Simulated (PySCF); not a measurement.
# C2H8ClGeN: the cost of one run

The runs use PySCF 2.14.0, with density-fitted response routines of our own; the level of theory stands in each step. All values are computed, except where a source is named. Atoms are numbered from 0 throughout.

## Step 1: Starting geometry

13 atoms, charge 0, multiplicity 1; geometry from: GFN2-xTB. The atoms were then displaced at random by about 0.01 Å, so the start is not that level's minimum.

Bonds of the start (Å): C0–N1 1.44, N1–C2 1.46, N1–Ge3 1.86, Ge3–Cl4 2.11, C0–H5 1.11, C0–H6 1.11, C0–H7 1.06, C2–H8 1.09, C2–H9 1.11, C2–H10 1.08, Ge3–H11 1.50, Ge3–H12 1.49.

## Step 2: Geometry optimisation at PBE0-D3(BJ)/def2-SVP

The job: settings as JSON, then the geometry in Å.

```
{"job": {"xc": "PBE0", "basis": "def2-SVP", "d3": "d3bj", "grid": 1, "shake": 0.01, "kind": "geom"}, "charge": 0, "multiplicity": 1}
C     -0.902970    -1.060770    -0.542960
N     -0.197190    -0.102010     0.274660
C     -0.836300     1.205130     0.300660
Ge     1.652820    -0.229100     0.397110
Cl     2.652370     0.390980    -1.355320
H     -1.942380    -1.145050    -0.160380
H     -0.981880    -0.712470    -1.592840
H     -0.409870    -1.999090    -0.521360
H     -1.826690     1.126920     0.741410
H     -0.234180     1.866590     0.959020
H     -0.899650     1.657460    -0.678350
H      1.927780    -1.687470     0.637220
H      2.003960     0.672000     1.530800
```

On the command line:

```
> OMP_NUM_THREADS=1 python probes_run.py task.json out
```

One launch serves the whole session: the jobs run in the order shown.

Q: Estimate the wall time and peak memory of this first job on 1 thread of Arm Neoverse V1, shared host.

About 92 s, with a peak of 0.52 GiB.
